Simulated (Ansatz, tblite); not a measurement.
# (F2Al-mu-PH2)3 (Al₃F₆H₆P₃): removing and adding an electron, part 2 of 2

Aim: the energy of removing and adding an electron for (F2Al-mu-PH2)3 (Al₃F₆H₆P₃), by energy differences, and how well orbital energies stand in for it.

Ansatz 0.2.0, Gaussian basis; as each input shows. Earlier steps stand in the parts before.

**11. Charge -1 doublet at the fixed geometry, PBE-D4/def2-TZVP**

File in.yaml:

```yaml
crystal:
  periodic: [false, false, false]
  atoms:
    - {symbol: Al, position_ang: [2.154132, -0.182183, -0.007658]}
    - {symbol: F, position_ang: [3.717386, -0.521894, -0.515466]}
    - {symbol: F, position_ang: [1.849386, 0.822013, 1.319754]}
    - {symbol: P, position_ang: [0.778938, 0.841167, -1.700320]}
    - {symbol: Al, position_ang: [-0.932604, 2.176596, -0.640961]}
    - {symbol: F, position_ang: [-0.166007, 3.594804, -0.168337]}
    - {symbol: F, position_ang: [-2.345379, 2.252289, -1.547645]}
    - {symbol: P, position_ang: [-1.449492, 0.741967, 1.231698]}
    - {symbol: Al, position_ang: [-1.449602, -1.536810, 0.448684]}
    - {symbol: F, position_ang: [-2.523895, -2.548759, 1.248050]}
    - {symbol: F, position_ang: [-1.532665, -1.321176, -1.228874]}
    - {symbol: P, position_ang: [0.878041, -2.114031, 0.663341]}
    - {symbol: H, position_ang: [1.615719, 1.674844, -2.502684]}
    - {symbol: H, position_ang: [0.275467, -0.079758, -2.661508]}
    - {symbol: H, position_ang: [-2.721787, 1.066531, 1.790040]}
    - {symbol: H, position_ang: [-0.580996, 0.933151, 2.343544]}
    - {symbol: H, position_ang: [1.256294, -2.490958, 1.985753]}
    - {symbol: H, position_ang: [1.177052, -3.307793, -0.057413]}
basis:
  gaussian: {orbitals: def2-TZVP, fitting: {mean_field: def2-universal-jkfit}, initial_orbitals: start.molden}
total_charge: -1
magnetization: {spin_polarized: true, initial_magnetization: 1}
hamiltonian: {xc: pbe, dispersion: d4}
scf: {omitted_lower_state_checks: [starts]}
output: {orbitals: {seedname: orbitals}}
```

On the command line:

```bash
$ ansatz run in.yaml --threads 2 --pin off --events-out ev --progress --plain --max-ram 20480MiB --backend cuda --devices 0, --max-vram 18GiB
```

Output:

```text
Functional definition: PBE
  name "PBE"
  cite "Perdew, Burke & Ernzerhof, Phys. Rev. Lett. 77, 3865 (1996) doi:10.1103/PhysRevLett.77.3865"
  parent pbe
  parameter kappa = 0.804
  parameter beta = 0.06672455060314922
  exchange = pbe_x(kappa = kappa, mu = beta*pi^2/3)
  correlation = pbe_c(beta = beta)
these checks for a lower state are left out or cut short: starts
1338 factors; integrals over basis functions are off by at most 1.6e0 eV
mean field evaluation 1: about -64041.7662 eV, gradient 1.4e1 eV
mean field evaluation 2: about -64042.1207 eV, gradient 4.5e-1 eV
mean field evaluation 4: about -64042.1311 eV, gradient 6.7e-2 eV
mean field evaluation 8: about -64042.1311 eV, gradient 3.9e-5 eV
mean field evaluation 16: about -64042.1311 eV, gradient 9.0e-6 eV
mean field -64042.13113831 eV, -2353.5049100174 hartree, gradient 9.0e-6 eV, S^2 0.751704; 0 other end points of the search recorded, 0 dependent functions left out
reference -64042.13121451 eV, -2353.5049128176 hartree; 73, 72 occupied and 371, 372 virtual orbitals, 1338 factors
Total energy: -64042.93601509 eV, -2353.5344886933 hartree
Checks for a lower state left out: starts
```

Run time: 4.8 s. Hardware: 1 × H100 (card shared with other runs) with 2 threads of AMD EPYC 7R13, shared host; peak host memory 0.98 GiB.

From the report: HOMO 1.51 eV, LUMO 1.60 eV (over both spins); ⟨S²⟩ 0.752 (pure: 0.75). Doubts: highest occupied level lies above zero.

**12. Charge -1 doublet at the fixed geometry, CAM-B3LYP-D4/def2-TZVP**

in.yaml: that of step 11 with these lines changed.

```diff
@@ -25,3 +25,3 @@
 magnetization: {spin_polarized: true, initial_magnetization: 1}
-hamiltonian: {xc: pbe, dispersion: d4}
+hamiltonian: {xc: {name: CAM-B3LYP}, dispersion: d4}
 scf: {omitted_lower_state_checks: [starts]}
```

Same command.

Output, cut to the lines that bear on the results:

```text
Functional definition: CAM-B3LYP
  name "CAM-B3LYP"
  cite "Yanai, Tew & Handy, Chem. Phys. Lett. 393, 51 (2004) doi:10.1016/j.cplett.2004.06.011"
  cite "Iikura, Tsuneda, Yanai & Hirao, J. Chem. Phys. 115, 3540 (2001) doi:10.1063/1.1383587"
  cite "Becke, Phys. Rev. A 38, 3098 (1988) doi:10.1103/PhysRevA.38.3098"
  cite "Lee, Yang & Parr, Phys. Rev. B 37, 785 (1988) doi:10.1103/PhysRevB.37.785"
  cite "Vosko, Wilk & Nusair, Can. J. Phys. 58, 1200 (1980) doi:10.1139/p80-159"
[...]
  # Exact exchange under (alpha + beta erf(omega r))/r, Becke's under what is left of 1/r.
[...]
1338 factors; integrals over basis functions are off by at most 1.6e0 eV
1338 factors; integrals over basis functions are off by at most 7.0e-7 eV
[...]
mean field -64079.12234510 eV, -2354.8643117932 hartree, gradient 6.2e-6 eV, S^2 0.752890; 0 other end points of the search recorded, 0 dependent functions left out
reference -64079.12255017 eV, -2354.8643193294 hartree; 73, 72 occupied and 371, 372 virtual orbitals, 1338 factors
Total energy: -64079.87375699 eV, -2354.8919256711 hartree
Checks for a lower state left out: starts
```

Run time: 6 s. Hardware: 1 × H100 (card shared with other runs) with 2 threads of AMD EPYC 7R13, shared host; peak host memory 0.99 GiB.

From the report: HOMO 0.49 eV, LUMO 3.51 eV (over both spins); ⟨S²⟩ 0.753 (pure: 0.75). Doubts: highest occupied level lies above zero.

**13. Vertical electron affinity**

Starting state less charged state (positive: the electron is bound), singlet to doublet; the starting state's energies are those of its earlier runs.

```
                 level  vertical electron affinity (eV)   time
      PBE-D4/def2-TZVP                            +0.54  6.6 s
     PBE0-D4/def2-TZVP                            +0.37  8.6 s
CAM-B3LYP-D4/def2-TZVP                            +0.08  9.2 s
```

Times add the two runs; a level without a time comes out of a correlated run.

Beside −ε(LUMO) of the starting state:

```
                 level  −ε(LUMO) (eV)  by difference (eV)  mismatch (eV)
      PBE-D4/def2-TZVP           2.54                0.54          +2.00
     PBE0-D4/def2-TZVP           1.75                0.37          +1.38
CAM-B3LYP-D4/def2-TZVP           0.60                0.08          +0.51
```

**14. What came out**

What follows sums up all 2 parts.

```
                                             quantity                                     value
 vertical ionisation energy, functionals in def2-TZVP  9.58 (PBE-D4) to 10.44 eV (CAM-B3LYP-D4)
adiabatic ionisation energy, functionals in def2-TZVP        8.29 (PBE-D4) to 8.30 eV (PBE0-D4)
 vertical electron affinity, functionals in def2-TZVP   0.08 (CAM-B3LYP-D4) to 0.54 eV (PBE-D4)
      relaxation of the cation side, PBE-D4/def2-TZVP                                   1.28 eV
```

**Reading.** The vertical ionisation energy spans 9.58 to 10.44 eV over the functionals. −ε(HOMO) misses the level's own difference by -0.65 eV at best (CAM-B3LYP-D4) and -2.22 eV at worst (PBE-D4). The adiabatic ionisation energy spans 8.29 to 8.30 eV over the functionals. The vertical electron affinity spans 0.08 to 0.54 eV over the functionals. The anion's highest level lies above zero where self-interaction lifts it, so diffuse functions weigh on these values. −ε(LUMO) misses the level's own difference by +0.51 eV at best (CAM-B3LYP-D4) and +2.00 eV at worst (PBE-D4). Relaxing the oxidised state gains 1.28 eV at PBE-D4/def2-TZVP. Some contacts opened when a charged state relaxed, so the adiabatic value holds a change of structure.
